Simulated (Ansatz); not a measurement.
Cr, space group Im-3m, a convergence test of the plane-wave cutoff

Program: the Ansatz DFT code, driven from Python.

The script, `ecut_cr.py`:
```python
# -*- coding: utf-8 -*-
"""Convergence of Cr with the plane-wave cutoff."""

import ansatz
import pandas as pd

FUNCTIONAL = "pbe"
KSPACING = 0.24
SIGMA = 0.1

lattice = ansatz.Lattice.of(
    (2.968899, 0.0, 0.0),
    (0.0, 2.968899, 0.0),
    (0.0, 0.0, 2.968899),
)
sites = [
    ("Cr", (0.0, 0.0, 0.0), 3.9),
    ("Cr", (0.5, 0.5, 0.5), -3.9),
]
structure = ansatz.Crystal(lattice=lattice)
for symbol, position, moment in sites:
    structure = structure.atom(symbol, position, moment=moment or None)

calc = (
    structure.calculation()
    .functional(FUNCTIONAL)
    .kpoints(spacing=KSPACING)
    .occupations(ansatz.OccupationsMethod.FERMI_DIRAC, width=SIGMA)
    .spin(ansatz.SpinTreatment.COLLINEAR)
    .forces()
    .stress()
)

rows = []
for value in [250, 300, 350, 400]:
    report = calc.basis(value).run(threads=1).report
    rows.append((value, report["free_energy_ev"] / len(report["lattice"]["sites"]), report["n_iterations"], sum(report["stress_gpa"][i][i] for i in range(3)) / 3, max(abs(f) for row in report["forces_ev_ang"] for f in row), report["magnetization_mub"], report["n_pw"]))

table = pd.DataFrame(rows, columns=["cutoff (eV)", "F/atom (eV)", "iterations", "P (GPa)", "max component (eV/A)", "moment (muB)", "plane waves"])
print(table.round(5).to_string(index=False))

# the last row is the reference
for row in rows[:-1]:
    shift = 1000 * (row[1] - rows[-1][1])
    print(f"{row[0]}: {shift:+.2f} meV/atom" + ("  (within 5 meV)" if abs(shift) < 5 else ""))
```

`python ecut_cr.py` gives:
```text
DeckWarning: basis.ecutwfc = 250 eV is below the records' recommended 420 eV, and the density's cutoff is lower with it unless basis.ecutrho_ratio is high enough to keep the records' density cutoff: compare with a run at a higher cutoff
DeckWarning: basis.ecutwfc = 300 eV is below the records' recommended 420 eV, and the density's cutoff is lower with it unless basis.ecutrho_ratio is high enough to keep the records' density cutoff: compare with a run at a higher cutoff
DeckWarning: basis.ecutwfc = 350 eV is below the records' recommended 420 eV, and the density's cutoff is lower with it unless basis.ecutrho_ratio is high enough to keep the records' density cutoff: compare with a run at a higher cutoff
DeckWarning: basis.ecutwfc = 400 eV is below the records' recommended 420 eV, and the density's cutoff is lower with it unless basis.ecutrho_ratio is high enough to keep the records' density cutoff: compare with a run at a higher cutoff
 cutoff (eV)  F/atom (eV)  iterations   P (GPa)  max component (eV/A)  moment (muB)  plane waves
         250  -3376.01203          10  -7.38444                   0.0           0.0          251
         300  -3377.44972          10 -14.59936                   0.0           0.0          305
         350  -3377.66541          10 -13.69961                   0.0           0.0          389
         400  -3377.68797          10 -13.57508                   0.0           0.0          461
250: +1675.94 meV/atom
300: +238.25 meV/atom
350: +22.57 meV/atom
```
(Warnings from the package without file and line.)

Notes:
- Other magnetic orders than the one started from may lie lower.
- The mesh is modest for a metal, so energies can be off by several to tens of meV an atom and pressures by half a GPa or more; differences at equal mesh fare better.
- The overall sign of a collinear moment is arbitrary, and semilocal functionals can give small moments to compounds that are paramagnetic.
- Forces vanish by symmetry here and test nothing.
- Pressure is positive in compression.
- Shifts are counted from the last row, which is itself no proven limit.
- Timing: 10 s on 1 thread of Arm Neoverse V2, on a shared host, peak memory 0.43 GiB.
